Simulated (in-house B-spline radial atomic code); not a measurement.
# Zr⁺: excited configurations in jj coupling

Wanted: excitation energies of Zr⁺ as differences of total energies (ΔSCF).

The numbers are computed with in-house B-spline radial atomic code version 1 (Dirac-Hartree-Fock, average of configuration, Fermi nucleus, basis-set limit), except any that are marked as measured or tabulated.

**1. The system**

```
element       : zirconium (Z = 40)
charge        : +1
electrons     : 39
configuration : 1s2 2s2 2p6 3s2 3p6 3d10 4s2 4p6 4d-2 5s1
Hamiltonian   : Dirac-Coulomb
nucleus       : Fermi, rms radius 4.269 fm
```

In configurations, a minus sign after the shell means j = l − 1/2 and a plus sign j = l + 1/2; the count of electrons follows.

Settings of the run:

```ini
Z = 40
electrons = 39.0
configuration = 1s2 2s2 2p6 3s2 3p6 3d10 4s2 4p6 4d-2 5s1
hamiltonian = dirac
method = hf
spin_polarised = False
nucleus = fermi
rms_radius = 4.2694
mass_number = 90
atomic_mass = 89.904698755
speed_of_light = 137.035999084
```

This reference run was done before. Its total energy is -3596.886119 hartree, and its levels are (the highest eight at most):

```csv
orbital,occupation,energy (eV),<r> (bohr)
3p3/2,4,-360.40,0.4627
3d3/2,4,-209.51,0.4488
3d5/2,6,-206.54,0.4527
4s1/2,2,-74.755,1.222
4p1/2,2,-49.694,1.360
4p3/2,4,-46.110,1.380
4d3/2,2,-14.576,2.084
5s1/2,1,-12.014,3.592
```

**2. 1s2 2s2 2p6 3s2 3p6 3d10 4s2 4p6 4d-1 4d+1 6g-1**

Settings of the run:

```ini
Z = 40
electrons = 39.0
configuration = 1s2 2s2 2p6 3s2 3p6 3d10 4s2 4p6 4d-1 4d+1 6g-1
hamiltonian = dirac
method = hf
spin_polarised = False
nucleus = fermi
rms_radius = 4.2694
mass_number = 90
atomic_mass = 89.904698755
speed_of_light = 137.035999084
```

**3. Run with 1s2 2s2 2p6 3s2 3p6 3d10 4s2 4p6 4d-1 5s1 8f+1**

The settings differ from step 2 so:

```diff
@@ -2,3 +2,3 @@
 electrons = 39.0
-configuration = 1s2 2s2 2p6 3s2 3p6 3d10 4s2 4p6 4d-1 4d+1 6g-1
+configuration = 1s2 2s2 2p6 3s2 3p6 3d10 4s2 4p6 4d-1 5s1 8f+1
 hamiltonian = dirac
```

**4. 1s2 2s2 2p6 3s2 3p6 3d10 4s2 4p-1 4p+4 4d-2 5s1 9p-1**

The settings differ from step 3 so:

```diff
@@ -2,3 +2,3 @@
 electrons = 39.0
-configuration = 1s2 2s2 2p6 3s2 3p6 3d10 4s2 4p6 4d-1 5s1 8f+1
+configuration = 1s2 2s2 2p6 3s2 3p6 3d10 4s2 4p-1 4p+4 4d-2 5s1 9p-1
 hamiltonian = dirac
```

**5. Run with 1s2 2s2 2p6 3s2 3p6 3d-3 3d+6 4s2 4p6 4d-2 5s1 8s1**

The settings differ from step 4 so:

```diff
@@ -2,3 +2,3 @@
 electrons = 39.0
-configuration = 1s2 2s2 2p6 3s2 3p6 3d10 4s2 4p-1 4p+4 4d-2 5s1 9p-1
+configuration = 1s2 2s2 2p6 3s2 3p6 3d-3 3d+6 4s2 4p6 4d-2 5s1 8s1
 hamiltonian = dirac
```

**6. Configuration 1s2 2s2 2p6 3s2 3p6 3d10 4s2 4p6 4d+1 5s1 7d+1**

The settings differ from step 5 so:

```diff
@@ -2,3 +2,3 @@
 electrons = 39.0
-configuration = 1s2 2s2 2p6 3s2 3p6 3d-3 3d+6 4s2 4p6 4d-2 5s1 8s1
+configuration = 1s2 2s2 2p6 3s2 3p6 3d10 4s2 4p6 4d+1 5s1 7d+1
 hamiltonian = dirac
```

**7. 1s2 2s2 2p6 3s2 3p6 3d-3 3d+6 4s2 4p6 4d-2 5s1 6d+1**

The settings differ from step 6 so:

```diff
@@ -2,3 +2,3 @@
 electrons = 39.0
-configuration = 1s2 2s2 2p6 3s2 3p6 3d10 4s2 4p6 4d+1 5s1 7d+1
+configuration = 1s2 2s2 2p6 3s2 3p6 3d-3 3d+6 4s2 4p6 4d-2 5s1 6d+1
 hamiltonian = dirac
```

**8. Configuration 1s2 2s2 2p6 3s2 3p6 3d-3 3d+6 4s2 4p6 4d-2 5s1 7d+1**

The settings differ from step 7 so:

```diff
@@ -2,3 +2,3 @@
 electrons = 39.0
-configuration = 1s2 2s2 2p6 3s2 3p6 3d-3 3d+6 4s2 4p6 4d-2 5s1 6d+1
+configuration = 1s2 2s2 2p6 3s2 3p6 3d-3 3d+6 4s2 4p6 4d-2 5s1 7d+1
 hamiltonian = dirac
```

**9. 1s2 2s2 2p6 3s2 3p6 3d10 4s2 4p-1 4p+4 4d-2 5s1 9d+1**

The settings differ from step 8 so:

```diff
@@ -2,3 +2,3 @@
 electrons = 39.0
-configuration = 1s2 2s2 2p6 3s2 3p6 3d-3 3d+6 4s2 4p6 4d-2 5s1 7d+1
+configuration = 1s2 2s2 2p6 3s2 3p6 3d10 4s2 4p-1 4p+4 4d-2 5s1 9d+1
 hamiltonian = dirac
```

**10. 1s2 2s2 2p6 3s2 3p6 3d-3 3d+6 4s2 4p6 4d-1 4d+1 5s1 9g-1**

The settings differ from step 9 so:

```diff
@@ -2,3 +2,3 @@
 electrons = 39.0
-configuration = 1s2 2s2 2p6 3s2 3p6 3d10 4s2 4p-1 4p+4 4d-2 5s1 9d+1
+configuration = 1s2 2s2 2p6 3s2 3p6 3d-3 3d+6 4s2 4p6 4d-1 4d+1 5s1 9g-1
 hamiltonian = dirac
```

Before running: How far above the reference does each configuration lie (order and size, in eV)?

As calculated:

| net move | configuration | energy above the reference (eV) | with Breit, QED, recoil (eV) | largest <r> (bohr) |
| --- | --- | --- | --- | --- |
| 4d3/2, 5s → 4d5/2, 6g7/2 | 1s2 2s2 2p6 3s2 3p6 3d10 4s2 4p6 4d-1 4d+1 6g-1 | 10.652 | 10.639 | 22.0 |
| 2×4d3/2 → 4d5/2, 7d5/2 | 1s2 2s2 2p6 3s2 3p6 3d10 4s2 4p6 4d+1 5s1 7d+1 | 11.911 | 11.916 | 19.9 |
| 4d3/2 → 8f7/2 | 1s2 2s2 2p6 3s2 3p6 3d10 4s2 4p6 4d-1 5s1 8f+1 | 12.834 | 12.845 | 44.1 |
| 4p1/2 → 9p1/2 | 1s2 2s2 2p6 3s2 3p6 3d10 4s2 4p-1 4p+4 4d-2 5s1 9p-1 | 46.409 | 46.366 | 31.3 |
| 4p1/2 → 9d5/2 | 1s2 2s2 2p6 3s2 3p6 3d10 4s2 4p-1 4p+4 4d-2 5s1 9d+1 | 46.691 | 46.647 | 39.2 |
| 3d3/2 → 6d5/2 | 1s2 2s2 2p6 3s2 3p6 3d-3 3d+6 4s2 4p6 4d-2 5s1 6d+1 | 195.66 | 195.61 | 12.6 |
| 3d3/2 → 8s | 1s2 2s2 2p6 3s2 3p6 3d-3 3d+6 4s2 4p6 4d-2 5s1 8s1 | 196.50 | 196.45 | 19.6 |
| 3d3/2 → 7d5/2 | 1s2 2s2 2p6 3s2 3p6 3d-3 3d+6 4s2 4p6 4d-2 5s1 7d+1 | 196.67 | 196.62 | 19.9 |
| 3d3/2, 4d3/2 → 4d5/2, 9g7/2 | 1s2 2s2 2p6 3s2 3p6 3d-3 3d+6 4s2 4p6 4d-1 4d+1 5s1 9g-1 | 198.02 | 197.96 | 55.7 |

The lowest of them is 4d3/2, 5s → 4d5/2, 6g7/2 at 10.652 eV and the highest 3d3/2, 4d3/2 → 4d5/2, 9g7/2 at 198.02 eV. 7 of them lie more than 2 % above the ionisation threshold that Koopmans' theorem gives (12.014 eV), where such states can decay by emitting an electron. Two partly filled shells share a symmetry and can mix in the average, which may lower the energy, for: 2×4d3/2 → 4d5/2, 7d5/2; 4p1/2 → 9p1/2; 3d3/2 → 6d5/2; 3d3/2 → 8s; 3d3/2 → 7d5/2; 3d3/2, 4d3/2 → 4d5/2, 9g7/2. These are averages over configurations, without correlation, not spectroscopic levels.
